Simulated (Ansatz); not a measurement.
# Ga on graphene monolayer: hop by a lattice vector of the surface, part 2 of 2

Wanted: the energy profile along the hop by a lattice vector of the surface, from relaxed end points and a band of images. The slab cell is 3×3, 1 layer thick, and the adsorbate is set down on it by hand.

Ansatz 0.2.0; DFT PBE, plane waves, PAW, scalar-relativistic, collinear spin.

## 7. The band, image by image

Images 0 and 6 are the ends. Energies count from image 0; the path length is the program's own measure over all atoms.

```
image  path (Å)  energy (eV)   Ga19 x y z (Å)  band force (eV/Å)
    0     0.000       0.0000  -2.43 5.68 3.15                  -
    1     0.405       0.0439  -2.03 5.76 3.17              0.027
    2     0.809       0.1256  -1.62 5.82 3.21              0.038
   3*     1.214       0.1639  -1.21 5.85 3.23              0.040
    4     1.623       0.1244  -0.79 5.82 3.21              0.038
    5     2.032       0.0418  -0.37 5.76 3.17              0.028
    6     2.442       0.0000   0.03 5.68 3.15                  -
```

The star marks the climbing image.

image, energy (eV) and a bar:
```
        0      0.000 
        1      0.044 ########
        2      0.126 #######################
        3      0.164 ##############################
        4      0.124 #######################
        5      0.042 ########
        6      0.000
```

The top of the band by iteration:

```
iteration  highest image above image 0 (eV)  largest band force (eV/Å)
        1                            0.3014                      0.973
        2                            0.1717                      0.473
        3                            0.1650                      0.104
        4                            0.1639                      0.040
```

Positions of all images (Å):

```xyz
19
Lattice="7.398 0.000 0.000 -3.699 6.407 0.000 0.000 0.000 12.000" Properties=species:S:1:pos:R:3 pbc="T T T" image=0 dE=0.0000
C     0.018   -0.007    0.986
C     1.259    0.709    0.986
C    -1.207    2.124    0.978
C     0.026    2.836    0.978
C    -2.440    4.252    0.985
C    -1.200    4.968    0.985
C     2.499   -0.007    0.985
C     3.730    0.704    0.980
C     1.259    2.131    0.981
C     2.492    2.836    0.978
C     0.031    4.257    0.980
C     1.259    4.972    0.978
C     4.958   -0.011    0.978
C     6.185    0.704    0.981
C     3.725    2.124    0.978
C     4.958    2.830    0.980
C     2.486    4.257    0.981
C     3.717    4.968    0.986
Ga   -2.432    5.680    3.154
19
Lattice="7.398 0.000 0.000 -3.699 6.407 0.000 0.000 0.000 12.000" Properties=species:S:1:pos:R:3 pbc="T T T" image=1 dE=0.0439
C     0.019   -0.014    0.999
C     1.256    0.704    0.985
C    -1.207    2.119    0.980
C     0.026    2.831    0.978
C    -2.443    4.248    0.991
C    -1.201    4.961    0.970
C     2.499   -0.011    0.964
C     3.732    0.701    0.967
C     1.259    2.126    0.980
C     2.492    2.832    0.978
C     0.033    4.251    0.971
C     1.260    4.967    0.974
C     4.959   -0.016    0.974
C     6.187    0.698    0.987
C     3.725    2.121    0.976
C     4.958    2.826    0.984
C     2.488    4.253    0.986
C     3.718    4.964    1.000
Ga   -2.028    5.764    3.175
19
Lattice="7.398 0.000 0.000 -3.699 6.407 0.000 0.000 0.000 12.000" Properties=species:S:1:pos:R:3 pbc="T T T" image=2 dE=0.1256
C     0.020   -0.019    0.994
C     1.254    0.699    0.985
C    -1.207    2.116    0.980
C     0.026    2.827    0.981
C    -2.445    4.246    0.990
C    -1.203    4.957    0.966
C     2.497   -0.014    0.954
C     3.733    0.698    0.967
C     1.259    2.122    0.982
C     2.492    2.829    0.976
C     0.033    4.247    0.972
C     1.261    4.964    0.972
C     4.960   -0.019    0.973
C     6.189    0.694    0.985
C     3.725    2.119    0.978
C     4.958    2.825    0.985
C     2.490    4.251    0.981
C     3.720    4.962    0.992
Ga   -1.619    5.823    3.208
19
Lattice="7.398 0.000 0.000 -3.699 6.407 0.000 0.000 0.000 12.000" Properties=species:S:1:pos:R:3 pbc="T T T" image=3 dE=0.1639
C     0.022   -0.021    0.981
C     1.252    0.696    0.977
C    -1.207    2.114    0.980
C     0.027    2.824    0.983
C    -2.447    4.245    0.980
C    -1.207    4.955    0.966
C     2.492   -0.015    0.951
C     3.732    0.696    0.977
C     1.258    2.119    0.981
C     2.492    2.828    0.975
C     0.033    4.245    0.980
C     1.263    4.961    0.978
C     4.962   -0.021    0.981
C     6.191    0.693    0.983
C     3.726    2.119    0.981
C     4.957    2.824    0.983
C     2.492    4.249    0.977
C     3.722    4.961    0.978
Ga   -1.206    5.854    3.225
19
Lattice="7.398 0.000 0.000 -3.699 6.407 0.000 0.000 0.000 12.000" Properties=species:S:1:pos:R:3 pbc="T T T" image=4 dE=0.1244
C     0.024   -0.019    0.973
C     1.250    0.698    0.967
C    -1.207    2.116    0.980
C     0.026    2.825    0.985
C    -2.448    4.247    0.972
C    -1.211    4.957    0.966
C     2.487   -0.014    0.954
C     3.730    0.699    0.985
C     1.258    2.119    0.977
C     2.492    2.829    0.976
C     0.031    4.246    0.990
C     1.264    4.962    0.992
C     4.964   -0.019    0.994
C     6.193    0.694    0.985
C     3.725    2.122    0.982
C     4.957    2.827    0.981
C     2.494    4.251    0.981
C     3.723    4.964    0.972
Ga   -0.789    5.822    3.208
19
Lattice="7.398 0.000 0.000 -3.699 6.407 0.000 0.000 0.000 12.000" Properties=species:S:1:pos:R:3 pbc="T T T" image=5 dE=0.0418
C     0.025   -0.016    0.974
C     1.251    0.701    0.967
C    -1.207    2.119    0.980
C     0.026    2.826    0.984
C    -2.447    4.251    0.971
C    -1.214    4.961    0.971
C     2.484   -0.011    0.964
C     3.727    0.704    0.985
C     1.259    2.121    0.976
C     2.492    2.832    0.978
C     0.028    4.248    0.991
C     1.265    4.964    1.000
C     4.965   -0.014    0.999
C     6.194    0.698    0.987
C     3.725    2.126    0.980
C     4.958    2.831    0.978
C     2.495    4.253    0.986
C     3.724    4.967    0.974
Ga   -0.375    5.764    3.174
19
Lattice="7.398 0.000 0.000 -3.699 6.407 0.000 0.000 0.000 12.000" Properties=species:S:1:pos:R:3 pbc="T T T" image=6 dE=0.0000
C     0.026   -0.011    0.978
C     1.253    0.704    0.981
C    -1.207    2.124    0.978
C     0.026    2.830    0.980
C    -2.446    4.257    0.981
C    -1.215    4.968    0.986
C     2.484   -0.007    0.986
C     3.725    0.709    0.986
C     1.259    2.124    0.978
C     2.492    2.836    0.978
C     0.026    4.252    0.985
C     1.266    4.968    0.985
C     4.965   -0.007    0.985
C     6.196    0.704    0.980
C     3.725    2.131    0.981
C     4.958    2.836    0.978
C     2.497    4.257    0.980
C     3.725    4.972    0.978
Ga    0.034    5.680    3.154
```

## 8. What came out

This closing draws on all 2 parts.

| quantity | value |
| --- | --- |
| end A | 5 moves, 0.817 eV lower |
| barrier forwards | 0.16 eV |
| barrier backwards | 0.16 eV |
| second end relative to first | 0.000 eV |
| highest image | 3 of 0 to 6, climbing |
| band iterations | 4 |
| lowest curvatures at the top | -0.50 and 0.03 eV/Å² |

**Reading.** The barrier from the first end is 0.16 eV, 6 times kT at 300 K, which at an assumed attempt frequency of 10^13 s⁻¹ means a rate near 10^10 s⁻¹. Both ends agree in energy to 1 meV. The test of curvatures at the top gave "unresolved", so the point may be no simple saddle. The value is not shown to be converged in cell size (19 atoms) or k-mesh.
